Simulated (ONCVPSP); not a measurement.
# Sulfur: generating and testing an ONCV potential

Do these settings give a usable potential? It is generated, then checked for transferability, scattering, ghosts and hardness.

The numbers are computed with ONCVPSP 4.0.1 (PW91, scalar-relativistic, spin-unpolarised reference atom).

**1. The design**

The settings as typed:

| Item | Value |
| --- | --- |
| element | sulfur (S, Z = 16) |
| type | optimised norm-conserving Vanderbilt (ONCV) |
| frozen core | [Ne] |
| valence charge | 6 |
| reference configuration | 3s2 3p2 (charge +2) |
| partial waves | 3s: rc 1.40 bohr, ncon 4, nbas 8, qcut 6 1/bohr, 2 projectors, debl 1.3 Ha; 3p: rc 1.20 bohr, ncon 3, nbas 6, qcut 8.2 1/bohr, 3 projectors, debl 3.7 Ha; d scattering state at 0.25 Ha: rc 1.40 bohr, ncon 4, nbas 8, qcut 6.9 1/bohr, 2 projectors, debl 3.4 Ha |
| local potential | polynomial inside 0.85 bohr (lpopt 5, dvloc0 3 Ha) |
| core correction | not asked for |

The outer shells as boxes (Hund's rule for the drawing; the calculation is spin-unpolarised):

```
[Ne] core
3s [↑↓]
3p [↑ ][↑ ][  ]
```

An earlier all-electron run gives the scale for the radii.

All-electron outer shells of the reference configuration (PW91, scalar-relativistic, ld1.x):

```
shell  level (eV)  outermost node (bohr)  outermost maximum (bohr)
   2s     -237.54                   0.13                      0.39
   2p     -182.54                      –                      0.33
   3s      -39.46                   0.60                      1.37
   3p      -28.05                   0.57                      1.50
```

**2. Generation**

S.dat reads:

```
# ATOM AND REFERENCE CONFIGURATION
# atsym  z   nc   nv     iexc    psfile
  S 16.00    3    2  -109134      upf
#
#   n    l    f
    1    0    2.00
    2    0    2.00
    2    1    6.00
    3    0    2.00
    3    1    2.00
#
# PSEUDOPOTENTIAL AND OPTIMIZATION
# lmax
    2
#
#   l,   rc,      ep,       ncon, nbas, qcut
    0    1.40    0.00    4    8    6.00
    1    1.20    0.00    3    6    8.20
    2    1.40    0.25    4    8    6.90
#
# LOCAL POTENTIAL
# lloc, lpopt,  rc(5),   dvloc0
    4    5    0.85    3.00
#
# VANDERBILT-KLEINMAN-BYLANDER PROJECTORs
# l, nproj, debl
    0    2    1.30
    1    3    3.70
    2    2    3.40
#
# MODEL CORE CHARGE
# icmod, fcfact, rcfact
    0    0.00    0.00
#
# LOG DERIVATIVE ANALYSIS
# epsh1, epsh2, depsh
   -3.00    5.00    0.02
#
# OUTPUT GRID
# rlmax, drl
    6.00    0.01
#
# TEST CONFIGURATIONS
# ncnf
    4
# nvcnf
#   n    l    f
    2
    3    0    2.00
    3    1    4.00
#
    2
    3    0    2.00
    3    1    3.00
#
    2
    3    0    2.00
    3    1    1.00
#
    2
    3    0    2.00
    3    1    3.50
#
```

The run is started by

```console
$ oncvpsp.x < S.dat > S.out
```

Before running it: what results should come out? Wanted: cutoffs for 1 and 0.1 mHa per electron, occupied waves; bound ghosts; GHOST(+) flags; largest test error; largest phase difference near zero energy, channels read; projector energies reset by the program.

**Answer**, as computed:

| quantity | value |
| --- | --- |
| cutoffs for 1 and 0.1 mHa per electron, occupied waves | 14 Ha and 32 Ha |
| bound ghosts | p at -114.35 eV |
| GHOST(+) flags | s at 124 eV |
| largest test error (AE − PS) | +11 meV, for 3s2 3p4 |
| largest phase difference near zero energy, channels read | 0.000 rad |
| projector energies reset by the program | s: -1.450, 0.250 Ha; d: 0.050, 3.450 Ha |

What this shows: A bound ghost (p) makes it unfit for use: electrons can fall into a state that the atom doesn't have. The worst unpolarised test, 3s2 3p4, is off by 11 meV on 34.2 eV; by total energies transferability rates as good. Atomic tests can pass in spite of a ghost, since they solve only for the levels asked. The potential is soft on the atom at that tolerance: the looser tolerance needs 14 Ha. At the looser tolerance the 3s wave is the slowest; 3p needs 11 Ha. That counts occupied waves only; other projectors can need more. Near zero energy the phases of the channels with partial waves agree within 0.001 rad. The program also flags highly localised states, GHOST(+) (s). All of this concerns the isolated atom, not yet a solid.
